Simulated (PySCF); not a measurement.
**Xe²⁺: excitation energy in aug-cc-pwCVTZ-DK3 plus 1 even-tempered diffuse shell per l**

Each state of xenon is computed at each level; their differences give the excitation energy. How far do the methods differ?

Program: PySCF 2.14.0. Level of theory: unrestricted determinants in a Gaussian basis, no spin-orbit coupling in the energies. These are calculated values, not measurements, unless marked.

## (1) The system

```
Element                                   : xenon (Z = 54)
Basis                                     : aug-cc-pwCVTZ-DK3 with one added diffuse shell each of s, p, d, f type (11s10p8d5f1g, 125 functions)
Hamiltonian                               : scalar relativity by spin-free X2C-1e
State 1                                   : Xe²⁺: [Kr] 4d10 5s1 5p5, 5s spin antiparallel (an excited configuration)
Needed too, but not shown                 : Xe²⁺ [Kr] 4d10 5s2 5p4 (3P)
Methods                                   : UHF, LDA, PBE, PBE0, r2SCAN, wB97M-V, BHandHLYP, wB97X, MP2
Core shells frozen in the correlated runs : valence: [Kr] 4d10; valence and next inner shell: [Ar] 3d10 (for Xe²⁺)
```

One driver process ran all states and methods and kept the integrals in memory. Each run is shown as a PySCF script that sums up its settings (the driver passes frozen orbitals as a list and adds second-order terms of double hybrids); the logs are those of the runs themselves. The driver starts from symmetry-adapted Hartree-Fock orbitals, holds the occupation by maximum overlap and uses a logarithmic radial grid for functionals, so a plain start would take other cycles.

The integrals over 125 functions and the set-up took 5.8 s of CPU time.

## (2) Xe²⁺ [Kr] 4d10 5s1 5p5, s spin flipped: the ladder of methods

UHF:

input.py

```python
from pyscf import gto, scf, dft, mp, cc
import basis_set_exchange as bse
mol = gto.M(atom="Xe 0 0 0", charge=2, spin=0, symmetry="D2h",
            basis=gto.basis.parse(bse.get_basis("aug-cc-pwCVTZ-DK3", elements=["Xe"], fmt="nwchem", augment_diffuse=1)),
            nucmod="G")
mf = scf.UHF(mol).sfx2c1e()
mf.irrep_nelec = {'Ag': (8, 9), 'B1g': (2, 2), 'B2g': (2, 2), 'B3g': (2, 2), 'B1u': (4, 4), 'B2u': (4, 4), 'B3u': (4, 3)}
mf.kernel()
```

LDA:

Changes to input.py:

```diff
@@ -5,3 +5,3 @@
             nucmod="G")
-mf = scf.UHF(mol).sfx2c1e()
+mf = dft.UKS(mol, xc="LDA,VWN").sfx2c1e()
 mf.irrep_nelec = {'Ag': (8, 9), 'B1g': (2, 2), 'B2g': (2, 2), 'B3g': (2, 2), 'B1u': (4, 4), 'B2u': (4, 4), 'B3u': (4, 3)}
```

PBE:

Changes to input.py:

```diff
@@ -5,3 +5,3 @@
             nucmod="G")
-mf = dft.UKS(mol, xc="LDA,VWN").sfx2c1e()
+mf = dft.UKS(mol, xc="PBE").sfx2c1e()
 mf.irrep_nelec = {'Ag': (8, 9), 'B1g': (2, 2), 'B2g': (2, 2), 'B3g': (2, 2), 'B1u': (4, 4), 'B2u': (4, 4), 'B3u': (4, 3)}
```

PBE0:

Changes to input.py:

```diff
@@ -5,3 +5,3 @@
             nucmod="G")
-mf = dft.UKS(mol, xc="PBE").sfx2c1e()
+mf = dft.UKS(mol, xc="PBE0").sfx2c1e()
 mf.irrep_nelec = {'Ag': (8, 9), 'B1g': (2, 2), 'B2g': (2, 2), 'B3g': (2, 2), 'B1u': (4, 4), 'B2u': (4, 4), 'B3u': (4, 3)}
```

r2SCAN:

Changes to input.py:

```diff
@@ -5,3 +5,3 @@
             nucmod="G")
-mf = dft.UKS(mol, xc="PBE0").sfx2c1e()
+mf = dft.UKS(mol, xc="R2SCAN").sfx2c1e()
 mf.irrep_nelec = {'Ag': (8, 9), 'B1g': (2, 2), 'B2g': (2, 2), 'B3g': (2, 2), 'B1u': (4, 4), 'B2u': (4, 4), 'B3u': (4, 3)}
```

wB97M-V:

Changes to input.py:

```diff
@@ -5,3 +5,3 @@
             nucmod="G")
-mf = dft.UKS(mol, xc="R2SCAN").sfx2c1e()
+mf = dft.UKS(mol, xc="WB97M_V").sfx2c1e()
 mf.irrep_nelec = {'Ag': (8, 9), 'B1g': (2, 2), 'B2g': (2, 2), 'B3g': (2, 2), 'B1u': (4, 4), 'B2u': (4, 4), 'B3u': (4, 3)}
```

BHandHLYP:

Changes to input.py:

```diff
@@ -5,3 +5,3 @@
             nucmod="G")
-mf = dft.UKS(mol, xc="WB97M_V").sfx2c1e()
+mf = dft.UKS(mol, xc="BHANDHLYP").sfx2c1e()
 mf.irrep_nelec = {'Ag': (8, 9), 'B1g': (2, 2), 'B2g': (2, 2), 'B3g': (2, 2), 'B1u': (4, 4), 'B2u': (4, 4), 'B3u': (4, 3)}
```

wB97X:

Changes to input.py:

```diff
@@ -5,3 +5,3 @@
             nucmod="G")
-mf = dft.UKS(mol, xc="BHANDHLYP").sfx2c1e()
+mf = dft.UKS(mol, xc="WB97X").sfx2c1e()
 mf.irrep_nelec = {'Ag': (8, 9), 'B1g': (2, 2), 'B2g': (2, 2), 'B3g': (2, 2), 'B1u': (4, 4), 'B2u': (4, 4), 'B3u': (4, 3)}
```

MP2 (valence):

Changes to input.py:

```diff
@@ -5,4 +5,5 @@
             nucmod="G")
-mf = dft.UKS(mol, xc="WB97X").sfx2c1e()
+mf = scf.UHF(mol).sfx2c1e()
 mf.irrep_nelec = {'Ag': (8, 9), 'B1g': (2, 2), 'B2g': (2, 2), 'B3g': (2, 2), 'B1u': (4, 4), 'B2u': (4, 4), 'B3u': (4, 3)}
 mf.kernel()
+mp.UMP2(mf, frozen=23).kernel()
```

## (3) Xe²⁺ [Kr] 4d10 5s1 5p5, s spin flipped, continued

MP2 (valence and next inner shell):

input.py: that of step 2 with these lines changed.

```diff
@@ -8,2 +8,2 @@
 mf.kernel()
-mp.UMP2(mf, frozen=23).kernel()
+mp.UMP2(mf, frozen=14).kernel()
```

Before running it: what results should come out?

As calculated:

| quantity | value |
| --- | --- |
| excitation energy, Xe²⁺ → [Kr] 4d10 5s1 5p5, s spin flipped | UHF 16.831, MP2 (valence and next inner shell) 14.261 eV |

In words: The methods span 3.346 eV, from LDA (13.484) to UHF (16.831). No reference value is at hand in this session. The basis is finite, and no extrapolation was made.
